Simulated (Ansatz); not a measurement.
# Co: the cost of one run

Program: Ansatz 0.2.0. Level of theory: DFT PBEsol, scalar-relativistic, plane waves, PAW. These are calculated values, not measurements.

2 further runs of the same task are left out: 2 set aside as unsound or not needed.

**1. The structure to begin with**

The structure is hexagonal, space group P6_3/mmc (No. 194). The conventional cell has a = 2.456 Å, b = 2.456 Å, c = 3.969 Å, α = 90.00°, β = 90.00°, γ = 120.00°. Around Co (site symmetry -6m2) lie 12 Co at 2.44 to 2.46 Å.

Coordinates:

```xyz
2
Lattice="2.4564 0.0000 0.0000 -1.2282 2.1273 0.0000 0.0000 0.0000 3.9694" Properties=species:S:1:pos:R:3 pbc="T T T"
Co    0.0000    1.4182    0.9924
Co    1.2282    0.7091    2.9771
```

It is the result of an earlier relaxation at this level (volume 10.37 Å³/atom; gap on the mesh: none (metal), site moments up to 1.6 μB).

**2. Bands, states and charges**

Input file input.yaml:

```yaml
crystal:
  lattice:
    - [2.4564141994, 0.0, 0.0]
    - [-1.2282070997, 2.1273170989, 0.0]
    - [0.0, 0.0, 3.9694110249]
  atoms:
    - { symbol: Co, position: [0.3333333333, 0.6666666667, 0.25], spin: 1.8 }
    - { symbol: Co, position: [0.6666666667, 0.3333333333, 0.75], spin: 1.8 }
basis:
  ecutwfc: 420
kpoints:
  mp_grid: { grid: [18, 18, 10] }
  band_path:
    path:
      - [[0.0, 0.0, 0.0], [0.5, 0.0, 0.0], [0.33333333, 0.33333333, 0.0], [0.0, 0.0, 0.0], [0.0, 0.0, 0.5], [0.5, 0.0, 0.5], [0.33333333, 0.33333333, 0.5], [0.0, 0.0, 0.5]]
      - [[0.5, 0.0, 0.5], [0.5, 0.0, 0.0]]
      - [[0.33333333, 0.33333333, 0.5], [0.33333333, 0.33333333, 0.0]]
    npoints: 14
hamiltonian:
  xc: pbesol
scf:
  occupations: { method: gaussian, width: 0.1 }
  n_extra_bands: 6
output:
  forces: true
  stress: true
  eigenvalues: true
  populations: true
  dos: { projected: true, de: 0.02, nscf_kmesh: { grid: [27, 27, 15] } }
  bader: true
  write_density: true
  write_potential: true
  elf: true
  volumetric_format: npy
magnetization:
  spin_polarized: true
checkpoint:
  read: start.run
  write: ck
  compress: false
  write_wavefunctions: false
  write_every: 100000
```

Command:

```
ansatz run input.yaml --threads 1 --pin off --max-ram 2560MiB --backend cpu --events-out ev --progress --plain --runs-dir out
```

What time and memory should one allow on 1 thread of Arm Neoverse V2, shared host?

About 42 s, with a peak of 0.46 GiB.
